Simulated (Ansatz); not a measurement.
# CH3FSe: the cost of one run

Program: Ansatz 0.2.0. Level of theory: RKS PBE/def2-SVP. These are calculated values, not measurements.

## (1) Starting point

Bond lengths: F1–C2 1.377 Å, C2–Se3 1.953 Å, C2–H4 1.161 Å, C2–H5 1.112 Å, Se3–H6 1.573 Å. Angles: F1–C2–Se3 111.6°, F1–C2–H4 104.1°, F1–C2–H5 109.0°, Se3–C2–H4 110.8°, Se3–C2–H5 109.4°, H4–C2–H5 111.9°, C2–Se3–H6 90.3°.

Structure file:

```xyz
6

F     0.5233   -0.0246   -1.3861
C    -0.0506   -0.4905   -0.2246
Se   -0.9229    0.9452    0.7719
H     0.8425   -0.9263    0.3763
H    -0.7994   -1.2725   -0.4790
H     0.4491    1.7047    0.8953
```

## (2) End point A

input.yaml

```yaml
crystal:
  periodic: [false, false, false]
  atoms:
    - { symbol: F, position_ang: [0.5233, -0.0246, -1.3861] }
    - { symbol: C, position_ang: [-0.0506, -0.4905, -0.2246] }
    - { symbol: Se, position_ang: [-0.9229, 0.9452, 0.7719] }
    - { symbol: H, position_ang: [0.8425, -0.9263, 0.3763] }
    - { symbol: H, position_ang: [-0.7994, -1.2725, -0.479] }
    - { symbol: H, position_ang: [0.4491, 1.7047, 0.8953] }
basis:
  gaussian: { orbitals: def2-SVP }
hamiltonian:
  xc: pbe
relax:
  f_tol: 0.015
  max_steps: 40
```

Started as:

```bash
> ansatz run input.yaml --threads 1 --pin off --max-ram 2048MiB --backend cpu --events-out ev --progress --plain --runs-dir out
```

What time and memory should one allow on 1 thread of Intel Xeon Platinum 8488C (Sapphire Rapids), shared host?

About 8.1 s, with a peak of 0.16 GiB.
